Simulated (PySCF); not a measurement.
# MoO2F2 (SMILES [O]=[Mo](=[O])([F])[F]) at PBE/def2-SVP (core potential)

Aim: the vertical singlet–triplet gap of MoO2F2 at PBE/def2-SVP (core potential), from 2 runs. Input form: a Python script.

The results are computed with PySCF 2.14.0.

### 1 Starting point

MoO2F2 has 5 atoms, charge 0, and is taken as a singlet. SMILES: `[O]=[Mo](=[O])([F])[F]`. The shape is that of a PBE0-D4/def2-TZVP optimisation.

Bond lengths: O1–Mo2 1.663 Å, Mo2–O3 1.663 Å, Mo2–F4 1.836 Å, Mo2–F5 1.836 Å. Angles: O1–Mo2–O3 106.6°, O1–Mo2–F4 109.7°, O1–Mo2–F5 109.7°, O3–Mo2–F4 109.7°, O3–Mo2–F5 109.7°, F4–Mo2–F5 111.4°.

### 2 A single-point energy at PBE/def2-SVP (core potential)

The input, job.py:

```python
from pyscf import gto, dft

mol = gto.Mole()
mol.atom = '''
O      1.181079    -1.964559     2.195295
Mo     0.010016    -0.029858     0.014173
O     -2.228365     1.663715     1.426176
F     -1.380067    -1.883301    -2.567571
F      2.511257     2.074730    -1.146497
'''
mol.basis = 'def2-svp'
mol.unit = 'bohr'
mol.max_memory = 1860
mol.spin = 0
mol.ecp = {'Mo': 'def2-svp'}
mol.verbose = 4
mol.build()

calc0 = dft.RKS(mol, xc='pbe')
calc0.conv_tol = 1e-10
calc0.grids.level = 8
calc0.kernel()
if not calc0.converged:
    calc0 = calc0.newton().run(calc0.mo_coeff, calc0.mo_occ)

e_final = calc0.e_tot
print(f'total energy: {e_final:.8f} hartree')
```

Run with:

```
$ OMP_NUM_THREADS=1 python job.py
```

Log:

```text
PySCF version 2.14.0

[... 86 lines left out ...]
converged SCF energy = -417.972235503251
total energy: -417.97223550 hartree
```

It took 43 s on 1 thread of Arm Neoverse V1, shared host; peak memory 0.46 GiB.

### 3 The triplet, same level

The input, input.py:

```python
from pyscf import gto, dft

system = gto.M(
    atom='''
O    0.625000  -1.039600   1.161700
Mo   0.005300  -0.015800   0.007500
O   -1.179200   0.880400   0.754700
F   -0.730300  -0.996600  -1.358700
F    1.328900   1.097900  -0.606700
''',
    ecp={'Mo': 'def2-svp'},
    max_memory=1860,
    spin=2,
    basis='def2-svp',
    verbose=3,
)

mf = dft.UKS(system, xc='pbe')
mf.conv_tol = 1e-10
mf.grids.level = 8
mf.kernel()
if not mf.converged:
    mf = mf.newton().run(mf.mo_coeff, mf.mo_occ)

etot = mf.e_tot
print('E(%s) = %.9f' % ('PBE', etot))
```

Run with:

```
$ OMP_NUM_THREADS=1 python input.py
```

Log:

```text
WARN: HOMO -0.35859372514253 >= LUMO -0.622653022744785

WARN: HOMO -0.13052866908259 >= LUMO -0.180573765166326

WARN: HOMO -0.0592121456597087 >= LUMO -0.275624780338223

WARN: HOMO -0.143157893247526 >= LUMO -0.293644058129857

WARN: HOMO -0.14632184286955 >= LUMO -0.319979432484605

WARN: HOMO -0.134983242025029 >= LUMO -0.305091541575788

WARN: HOMO -0.134270974699713 >= LUMO -0.305098561967192

WARN: HOMO -0.133959823419821 >= LUMO -0.305147773726159

WARN: HOMO -0.133927756061155 >= LUMO -0.305045443365994

WARN: HOMO -0.133946963702974 >= LUMO -0.304985412182532

WARN: HOMO -0.133943982889137 >= LUMO -0.304976670604717

WARN: HOMO -0.133936751053428 >= LUMO -0.304973084854936

WARN: HOMO -0.133939956656505 >= LUMO -0.304973584719768

WARN: HOMO -0.133938368180416 >= LUMO -0.304971905687953

WARN: HOMO -0.133938522800599 >= LUMO -0.304971873694129

converged SCF energy = -417.806246096544  <S^2> = 2.0061648  2S+1 = 3.004107
E(PBE) = -417.806246097
```

Wall time 75 s (1 thread of Arm Neoverse V1, shared host); peak memory 0.48 GiB.

### 4 What came out

Level: PBE/def2-SVP (core potential).

| quantity | value |
| --- | --- |
| singlet: total energy | -417.97224 Eh |
| singlet: dipole moment | 1.02 D |
| singlet: HOMO energy | -8.30 eV |
| singlet: LUMO energy | -3.89 eV |
| singlet: HOMO–LUMO gap | 4.41 eV |
| triplet: total energy | -417.80625 Eh |
| triplet: dipole moment | 0.44 D |
| triplet: HOMO energy (highest over α and β) | -3.64 eV |
| triplet: ⟨S²⟩ | 2.006 |
| vertical energy of the triplet above the singlet | 4.517 eV |

What this shows: At this shape the triplet lies 4.52 eV (104 kcal/mol) above the singlet. Mulliken charges (triplet) run from -0.30 on F4 to +1.03 on Mo2; they depend strongly on the basis.
